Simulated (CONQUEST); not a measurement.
Ga3Se:

```
Se Ga
1.0
     4.43246    0.00000    0.00000
     0.00000    4.43246    0.00000
     0.00000    0.00000    4.43246
Se Ga
1 3
Cartesian
  0.0000 0.0000 0.0000
  0.0000 2.2162 2.2162
  2.2162 0.0000 2.2162
  2.2162 2.2162 0.0000
```

The cell comes from a database or a generator and needn't be the stable form of this composition.

- Program: CONQUEST 1.3
- Task: single point
- Functional: PBEsol
- Potentials or basis: PseudoDojo NC PBEsol, DZP, grid cutoff 120 Ha
- k mesh: 6 × 6 × 6
- Occupations: fermi-dirac, width 0.05 eV
- Spin: no spin polarisation

On this cell: pressure -2.7 GPa; largest force zero by symmetry; band gap on the k mesh none (metal or under the smearing width).

The same run follows on a disturbed copy (atoms moved at random, drawn with an rms of 0.05 Å):

```
Se Ga
1.0
     4.43246    0.00000    0.00000
     0.00000    4.43246    0.00000
     0.00000    0.00000    4.43246
Se Ga
1 3
Direct
  0.00273 0.00236 0.99905
  0.99960 0.49150 0.48771
  0.49701 0.00118 0.49362
  0.49096 0.49849 0.99498
```

What does the disturbed cell give?

The energy (extrapolated to zero smearing) moves by +0.9 meV/atom; pressure -2.6 GPa; largest force 0.096 eV/Å; band gap on the k mesh none (metal or under the smearing width).

Forces in eV/Å, atoms in the order of the input:
```
Se  -0.036 -0.033 -0.040
Ga  -0.058  0.053  0.055
Ga   0.039 -0.056  0.028
Ga   0.057  0.038 -0.055
```

The forces don't sum to zero, so they hold noise of the program's grid.

Caveats: the basis of atomic orbitals isn't converged, which shifts pressures, moduli and gaps.
